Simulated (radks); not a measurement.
# Ru³⁺ in [Kr] 4d5: an all-electron calculation

One table from this session's results is given with a row withheld; the runs are named, their logs left out.

Method: scalar-relativistic Kohn-Sham, BLYP, spin-polarised, spherical densities, point nucleus; open shells are filled with parallel spins first. Code: radks (a radial shooting solver on a logarithmic mesh, Libxc functionals) version 1.

## Starting point

| Item | Value |
| --- | --- |
| element | ruthenium (Z = 44) |
| charge | +3 |
| electrons | 41 |
| configuration | [Kr] 4d5 |

The outer shells:

Ru³⁺
```
[Kr] core
4d [↑ ][↑ ][↑ ][↑ ][↑ ]
```

The first run:

Input:

```text
Z 44
configuration [Kr] 4d5
relativity scalar-relativistic
functional b88,lyp
spin polarised
nucleus point
c 137.035999084
```

On the command line:

```console
$ python run_ks.py task.json out
```

The same process makes all the runs of this session.

One of the session's tables, all rows but one given; the rest of the session is left out.

It belongs to the step «Radial structure». Radial moments (bohr):

```
  level      <r>  outermost maximum (interpolated)  90 % within  nodes
1s down  0.03344                            0.0217       0.0599      0
  1s up  0.03344                            0.0217       0.0599      0
  2s up   0.1457                             0.123        0.225      1
2s down   0.1457                             0.123        0.225      1
  2p up   0.1270                            0.0982        0.207      0
2p down   0.1269                            0.0982        0.207      0
  3s up   0.4028                             0.362        0.594      2
3s down   0.4028                             0.362        0.594      2
  3p up   0.4031                             0.355        0.608      1
3p down   0.4030                             0.355        0.608      1
  3d up   0.3842                             0.301        0.612      0
3d down   0.3840                             0.301        0.611      0
  4s up    1.011                             0.913         1.47      3
4s down        ?                                 ?            ?      ?
  4p up    1.109                             0.979         1.63      2
4p down    1.108                             0.974         1.64      2
  4d up    1.432                              1.17         2.21      1
4d down    1.469                              1.17         2.30      1
```

**Question.** Estimate the row for 4s down.

**Answer.** <r>: 1.008; outermost maximum (interpolated): 0.909; 90 % within: 1.46; nodes: 3. In the column «<r>» it lies between 3p up (0.4031) and 4s up (1.011).

To keep in mind: Open shells are spherical and high-spin; term and fine-structure splittings are not resolved.
